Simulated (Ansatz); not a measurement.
# Sb: the cost of one run

Computed with Ansatz 0.2.0 (DFT PBEsol, scalar-relativistic, plane waves, PAW, unless a step's input says otherwise).

## (1) Starting point

It takes space group P6_3/mmc (No. 194, hexagonal). Conventional cell: a = 4.400 Å, b = 4.400 Å, c = 7.259 Å, α = 90.00°, β = 90.00°, γ = 120.00°. Sb (site symmetry 3m) has 4 Sb at 2.70 to 2.72 Å as nearest neighbours.

Structure file:

```cif
data_structure
_symmetry_space_group_name_H-M 'P 1'
_symmetry_Int_Tables_number 1
_cell_length_a 4.3996
_cell_length_b 4.3996
_cell_length_c 7.2593
_cell_angle_alpha 90.000
_cell_angle_beta 90.000
_cell_angle_gamma 120.000
_cell_volume 121.69
loop_
_atom_site_label
_atom_site_type_symbol
_atom_site_fract_x
_atom_site_fract_y
_atom_site_fract_z
_atom_site_occupancy
Sb1 Sb 0.33333 0.66667 0.43750 1
Sb2 Sb 0.66667 0.33333 0.93750 1
Sb3 Sb 0.66667 0.33333 0.56250 1
Sb4 Sb 0.33333 0.66667 0.06250 1
```

This is candidate A: lonsdaleite type (P6_3/mmc, No. 194).

(A quick probe on a coarse mesh, which set the mesh and smearing, is not shown.)

## (3) Rough relaxation on the coarse mesh (candidate A)

Contents of input.yaml:

```yaml
crystal:
  lattice:
    - [4.3996000742, 0.0, 0.0]
    - [-2.1998000371, 3.8101654308, 0.0]
    - [0.0, 0.0, 7.2593401225]
  atoms:
    - { symbol: Sb, position: [0.3333333333, 0.6666666667, 0.4375] }
    - { symbol: Sb, position: [0.6666666667, 0.3333333333, 0.9375] }
    - { symbol: Sb, position: [0.6666666667, 0.3333333333, 0.5625] }
    - { symbol: Sb, position: [0.3333333333, 0.6666666667, 0.0625] }
basis:
  ecutwfc: 420
kpoints:
  mp_grid: { grid: [6, 6, 4] }
hamiltonian:
  xc: pbesol
scf:
  occupations: { method: gaussian, width: 0.1 }
  lower_state_search: "off"
output:
  forces: true
  stress: true
  eigenvalues: true
relax:
  adjacent_minimum: "off"
  f_tol: 0.04
  max_steps: 70
  cell: { stress_tol: 0.4 }
```

**Question.** How long does this run take on 1 thread of an x86-64 CPU, shared host, and how much memory does it need?

About 55 s, with a peak of 0.48 GiB.
